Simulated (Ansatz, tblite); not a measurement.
# SrTlBr3 with GFN2-xTB from a Python script

These are simulated results from tblite 0.8.0, not measurements. The cell was built from a prototype and was relaxed with r2SCAN in plane waves (Ansatz 0.2.0). It may be hypothetical. All runs are without spin polarisation.

The symmetry is Pm-3m (No. 221, cubic); conventional cell a = 5.903 Å, 41.15 Å³ an atom. Tl has 12 Br at 4.17 Å; Sr has 6 Br at 2.95 Å; Br has 2 Sr at 2.95 Å and 4 Tl at 4.17 Å.

tblite solves periodic systems at the zone centre alone, so the script builds a cluster of 2×2×2 conventional cells (40 atoms), which folds in a coarse mesh of k points.

The script, run.py:

```python
import json
from ase import Atoms
from ase.build import make_supercell
from ase.units import Bohr, GPa, Hartree
from tblite.interface import Calculator

atoms = Atoms(['Tl', 'Sr', 'Br', 'Br', 'Br'],
              cell=[[5.90340202, 0.0, 0.0], [0.0, 5.90340202, 0.0], [0.0, 0.0, 5.90340202]],
              scaled_positions=[[0.0, 0.0, 0.0], [0.5, 0.5, 0.5], [0.5, 0.5, 0.0], [0.5, 0.0, 0.5], [0.0, 0.5, 0.5]],
              pbc=True)
cluster = make_supercell(atoms, [[2, 0, 0], [0, 2, 0], [0, 0, 2]])
calc = Calculator('GFN2-xTB', cluster.numbers, cluster.positions / Bohr, lattice=cluster.cell[:] / Bohr, periodic=cluster.pbc)
calc.set('temperature', 0.02 / Hartree)
calc.set('max-iter', 150)
res = calc.singlepoint()
levels = res.get('orbital-energies') * Hartree
nv = round(res.get('orbital-occupations').sum() / 2)
cells = len(cluster) // len(atoms)
out = {'energy_per_cell': res.get('energy') * Hartree / cells, 'homo': levels[nv - 1], 'lumo': levels[nv],
       'stress': (-res.get('virial') * Hartree / cluster.get_volume() / GPa).tolist(), 'charges': res.get('charges')[:len(atoms)].tolist(), 'electrons': 2 * nv / cells}
json.dump(out, open('results.json', 'w'))
for key, value in out.items():
    print(key, value)
```

Command: `python run.py`. It took 2.5 s on 1 thread of Arm Neoverse V2 (shared host), peak memory 0.1 GiB.

Output:

```
------------------------------------------------------------
  cycle        total energy    energy error   density error
------------------------------------------------------------
      1     -112.0004838293  -1.1208033E+02   3.4412159E-01
      2     -116.0607840260  -4.0603002E+00   1.4660784E-01
      3     -116.4952268202  -4.3444279E-01   6.5367087E-02
      4     -116.5177840526  -2.2557232E-02   6.1710499E-02
      5     -116.5508770153  -3.3092963E-02   5.2440735E-02
      6     -116.5744432555  -2.3566240E-02   2.0232896E-02
      7     -116.5911903460  -1.6747090E-02   8.6915045E-03
      8     -116.5709990687   2.0191277E-02   2.2628046E-02
      9     -116.5946312526  -2.3632184E-02   1.3894816E-04
     10     -116.5944651484   1.6610421E-04   1.8813660E-03
     11     -116.5945751427  -1.0999431E-04   1.0945302E-03
     12     -116.5946303247  -5.5182062E-05   1.9899660E-04
     13     -116.5946322878  -1.9631168E-06   3.3568646E-05
     14     -116.5946323475  -5.9703297E-08   6.2685218E-06
------------------------------------------------------------

 total:                                   1.869 sec
energy_per_cell -396.5876936472755
homo -12.39058653385986
lumo -8.839814970936047
stress [[-3.5275404337124785, 2.7914246315379457e-06, 2.791424624918074e-06], [2.7914246315126025e-06, -3.5275404337124447, 2.7914246137467712e-06], [2.791424624907241e-06, 2.791424613807445e-06, -3.527540433712439]]
charges [0.19416792605991817, 0.7153243536326928, -0.3031447759925106, -0.30314477599251666, -0.30314477599252204]
electrons 26.0
```

The cycle table is in hartree for the whole cluster, and the lines after it are in eV (the energy for one cell). The printed stress is in GPa and positive in compression, and the pressure is its mean diagonal.

GFN2-xTB gives a gap of 3.55 eV. On the same cell, plane-wave PBE (Ansatz, 4×4×4 k points and the special points) gives a gap of 3.16 eV and r2SCAN a gap of 3.62 eV; on shared hosts these took about 5.1 and 13 core-seconds on the 5-atom cell, against 2.5 for the script. Spin-orbit coupling, left out in all these runs, can cut or reorder the gap by tenths of an eV, up to about 1 eV with Pb or Bi. xTB was fitted to molecules, so gaps, charges and pressures of solids can be far off, and the gap also depends on the size of the cluster.

The same script was run on cells scaled at fixed shape and fractional coordinates:

```tsv
volume (Å³/atom)	energy (meV/atom)	pressure (GPa, positive in compression)	gap (eV)
36.21	-101.3	-2.89	4.37
38.68	-53.2	-3.35	3.94
41.15	0.0	-3.53	3.55
43.62	54.4	-3.57	3.21
46.08	108.9	-3.52	2.90
```

The minimum lies beyond the smallest of these volumes.

xTB was fitted mostly to molecules, and a small cluster samples few k points, so gaps, pressures and kinks along a curve can be far from a solid's.

Spin-orbit coupling is left out; in compounds of Pb, Bi, Tl or Hg it can lower a gap by up to about 1 eV, split its edges or invert the bands.
